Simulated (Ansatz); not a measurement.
Working through cell relaxations under several functionals of PtSe2, space group P-3m1

Program: Ansatz 0.2.0 through its Python package.

Run as a notebook:

In [1]:
```python
from dataclasses import dataclass

import ansatz
import numpy as np


@dataclass(frozen=True)
class RunConfig:
    k_spacing: float = 0.2
    smearing: str = "fermi_dirac"
    force_tol: float = 0.02
```

In [2]:
```python
cfg = RunConfig()

def edges_and_angles(cell):
    cell = np.asarray(cell)
    a, b, c = np.linalg.norm(cell, axis=1)
    cosines = cell[1] @ cell[2] / (b * c), cell[0] @ cell[2] / (a * c), cell[0] @ cell[1] / (a * b)
    return (a, b, c, *np.degrees(np.arccos(cosines)))

crystal = (
    ansatz.Lattice.of((3.724, 0.0, 0.0), (-1.862, 3.225079, 0.0), (0.0, 0.0, 5.062))
    .atom("Pt", (0.0, 0.0, 0.0))
    .atom("Se", (1 / 3, 2 / 3, 0.25))
    .atom("Se", (2 / 3, 1 / 3, 0.75))
)

crystal.resolved().sites[-1]
```
Out [2]:
```text
Site(symbol='Se', position=(0.6666666666666666, 0.3333333333333333, 0.75), moment=None, axis=None, held=None, saved=None)
```

In [3]:
```python
calculation = (
    crystal.calculation()
    .kpoints(spacing=cfg.k_spacing)  # the mesh must be finer for metals
    .basis(18 * ansatz.Ha)
    .occupations(cfg.smearing, width=150 * ansatz.meV)  # the run then minimises F = E - TS
    .relax(cell=True, force_tolerance=cfg.force_tol)
)
```

In [4]:
```python
levels = [("revpbe", "d3bj"), ("pbe", "none"), ("pbesol", "none"), ("pbe", "d3bj")]
print("level            a       b       c    alpha   beta  gamma  V/atom  steps")
for name, dispersion in levels:
    seen = []
    run = calculation.functional(name, dispersion=dispersion).session().plan()
    out = run.execute(on_event=lambda e: seen.append(e) if e["event"] == "relax_step" else None)
    cell = out.lattice.cell_ang
    label = name if dispersion == "none" else f"{name}+{dispersion}"
    print("{:13s} {:7.4f} {:7.4f} {:7.4f} {:6.2f} {:6.2f} {:6.2f}".format(label, *edges_and_angles(cell)), f"{abs(np.linalg.det(cell)) / len(out.lattice.sites):7.3f} {len(seen):5d}")
```
```text
level            a       b       c    alpha   beta  gamma  V/atom  steps
revpbe+d3bj    3.7571  3.7571  4.6951  90.00  90.00 120.00  19.131     5
pbe            3.7546  3.7546  6.2617  90.00  90.00 120.00  25.481    16
pbesol         3.7613  3.7613  4.8567  90.00  90.00 120.00  19.835     6
pbe+d3bj       3.7714  3.7714  4.8206  90.00  90.00 120.00  19.794     6
```

From smallest to largest: revPBE+D3BJ (19.13 Å³ an atom, -5.6 % against the start), PBE+D3BJ (19.79 Å³ an atom, -2.3 % against the start), PBEsol (19.83 Å³ an atom, -2.1 % against the start) and PBE (25.48 Å³ an atom, +25.7 % against the start). The spread is 33.2 % in volume.

Dispersion corrections can be off by several per cent in the lattices of metals, and by several GPa in the pressure at a fixed cell. Of the deposited cell: the entry's cell lengths or inner coordinates differ somewhat from later room-temperature determinations. Spin-orbit coupling, which matters for elements this heavy, is left out. The structure is a deposited one; some such entries were measured under pressure or heat, so a shift against it needn't be the functional's error alone. Wall time of the script: 4.1 min on 1 thread of Arm Neoverse V2 (shared host), peak memory 0.59 GiB.
